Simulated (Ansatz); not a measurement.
# C₂H₁₀OSi₂: one species, many methods

Aim: compute C₂H₁₀OSi₂ with functionals from several rungs and with coupled cluster, and see how far each lands from CCSD(T) at the basis-set limit for the atomisation energy.

Computed with Ansatz 0.2.0, Gaussian basis. Level: functionals in def2-TZVPP, the program's frozen cores in correlated methods.

Plan: LDA (SPW92), PBE-D4, revPBE-D4, BLYP-D4, r2SCAN-D4, B97M-V, PBE0-D4, B3LYP-D4, r2SCANh-D4, r2SCAN0-D4, HSE06-D4, BHLYP-D4, CAM-B3LYP-D4, LC-ωPBE, ωB97X-V, ωB97M-V, B2PLYP, PBE-QIDH; CCSD(T)/def2-SVP; CCSD(T)/def2-TZVPP; MP2/def2-QZVPP; extrapolation to the limit.

2 further runs of the same task are left out: 2 for a known fault of the program.

### Step 1. The geometry

An earlier PBE0-D4 in a triple-zeta def2 set relaxation fixed the geometry.

15 atoms, charge 0, spin multiplicity 1.

Atoms are counted from 1 here; the program's logs count them from 0.

Bond lengths: C1–Si2 1.860 Å, C1–H6 1.093 Å, C1–H7 1.093 Å, C1–H8 1.094 Å, Si2–O3 1.637 Å, Si2–H9 1.486 Å, Si2–H10 1.490 Å, O3–Si4 1.637 Å, Si4–C5 1.857 Å, Si4–H11 1.490 Å, Si4–H12 1.490 Å, C5–H13 1.092 Å, C5–H14 1.092 Å, C5–H15 1.093 Å. Angles: Si2–C1–H6 111.0°, Si2–C1–H7 111.1°, Si2–C1–H8 110.3°, H6–C1–H7 108.3°, H6–C1–H8 108.1°, H7–C1–H8 108.0°, C1–Si2–O3 111.0°, C1–Si2–H9 110.4°, C1–Si2–H10 109.9°, O3–Si2–H9 107.4°, O3–Si2–H10 109.3°, H9–Si2–H10 108.8°, Si2–O3–Si4 145.7°, O3–Si4–C5 109.3°, O3–Si4–H11 109.3°, O3–Si4–H12 109.1°, C5–Si4–H11 110.7°, C5–Si4–H12 110.3° and more.

Geometry (Å):

```xyz
15

C    -2.7215    0.2368   -0.2189
Si   -1.2844   -0.6946   -0.9455
O     0.0867   -0.4163   -0.0951
Si    1.3092    0.6329    0.1946
C     2.7081   -0.2671    1.0200
H    -2.8874   -0.0503    0.8222
H    -2.5498    1.3155   -0.2531
H    -3.6352    0.0222   -0.7803
H    -1.5419   -2.1579   -0.9050
H    -1.0766   -0.2829   -2.3626
H     1.7578    1.2347   -1.0929
H     0.8126    1.7320    1.0697
H     2.3809   -0.7111    1.9630
H     3.0892   -1.0655    0.3791
H     3.5305    0.4209    1.2343
```

### Step 2. LDA

This LDA is Slater exchange with PW92 correlation.

Contents of in.yaml:

```yaml
crystal:
  periodic: [false, false, false]
  atoms:
    - {symbol: C, position_ang: [-2.721477, 0.236826, -0.218873]}
    - {symbol: Si, position_ang: [-1.284367, -0.694605, -0.945511]}
    - {symbol: O, position_ang: [0.086734, -0.416326, -0.095071]}
    - {symbol: Si, position_ang: [1.309239, 0.632931, 0.194579]}
    - {symbol: C, position_ang: [2.708085, -0.267061, 1.019978]}
    - {symbol: H, position_ang: [-2.887355, -0.050337, 0.822167]}
    - {symbol: H, position_ang: [-2.549771, 1.315499, -0.253140]}
    - {symbol: H, position_ang: [-3.635200, 0.022165, -0.780303]}
    - {symbol: H, position_ang: [-1.541878, -2.157924, -0.904973]}
    - {symbol: H, position_ang: [-1.076638, -0.282911, -2.362617]}
    - {symbol: H, position_ang: [1.757827, 1.234686, -1.092938]}
    - {symbol: H, position_ang: [0.812613, 1.731956, 1.069717]}
    - {symbol: H, position_ang: [2.380880, -0.711052, 1.963004]}
    - {symbol: H, position_ang: [3.089153, -1.065489, 0.379119]}
    - {symbol: H, position_ang: [3.530455, 0.420939, 1.234262]}
basis:
  gaussian: {orbitals: def2-TZVPP}
hamiltonian: {xc: lda}
output: {orbitals: {seedname: orbitals}}
```

The run is started by

```bash
> ansatz run in.yaml --threads 2 --pin off --events-out ev --progress --plain --max-ram 32768MiB --backend cuda --devices 0, --max-vram 18GiB
```

After this run come: PBE-D4 (GGA); revPBE-D4 (GGA); BLYP-D4 (GGA); r2SCAN-D4 (meta-GGA); B97M-V (meta-GGA); B3LYP-D4 (hybrid); r2SCANh-D4 (hybrid); r2SCAN0-D4 (hybrid); HSE06-D4 (hybrid); BHLYP-D4 (hybrid); CAM-B3LYP-D4 (range-separated); LC-ωPBE (range-separated); ωB97X-V (range-separated); ωB97M-V (range-separated); B2PLYP (double hybrid); PBE-QIDH (double hybrid); CCSD(T) in def2-SVP; CCSD(T) in def2-TZVPP; MP2 in def2-QZVPP.

Before running them: what should the planned runs give, taken together? Wanted: atomisation energy, CCSD(T)/CBS; farthest beyond LDA; mean size of error, GGA; mean size of error, meta-GGA; mean size of error, hybrid; mean size of error, range-separated; mean size of error, double hybrid; gap, smallest and largest; T1 diagnostic.

The runs gave:

```
                               quantity                                                                value
        atomisation energy, CCSD(T)/CBS                                                        5490.5 kJ/mol
 functionals within 27.5 kJ/mol (0.5 %)  PBE-D4, r2SCAN-D4, B97M-V, B3LYP-D4, CAM-B3LYP-D4, ωB97X-V, ωB97M-V
                    farthest beyond LDA                                            revPBE-D4 (-114.4 kJ/mol)
                mean size of error, GGA                                                          64.1 kJ/mol
           mean size of error, meta-GGA                                                           6.9 kJ/mol
             mean size of error, hybrid                                                          50.0 kJ/mol
    mean size of error, range-separated                                                          20.1 kJ/mol
      mean size of error, double hybrid                                                          63.9 kJ/mol
              gap, smallest and largest                            6.33 eV (LDA (SPW92)), 13.71 eV (LC-ωPBE)
                          T1 diagnostic                                                               0.0104
triples share of the correlation energy                                                                3.4 %
```

In words: The LDA atomisation energy is off by 600.8 kJ/mol (11 %): it overbinds. PBE-D4 misses by -15.7 kJ/mol. Double hybrids carry the basis error of their MP2 part in triple zeta, and no dispersion term here, so their miss is partly the set-up's. The rungs meta-GGA, range-separated miss on average by less than the doubt on the reference (27.5 kJ/mol), so they tie. The reference freezes the cores and leaves out relativity and excitations past (T), so misses under about 27.5 kJ/mol can't be ranked. Hartree-Fock recovers 76 % of the binding; the rest is correlation. CCSD(T) in def2-SVP is off by -333.4 kJ/mol, so the small basis spoils what the method gains. The gap grows from 6.3 to 13.7 eV across the functionals, mostly with the share of exact exchange.
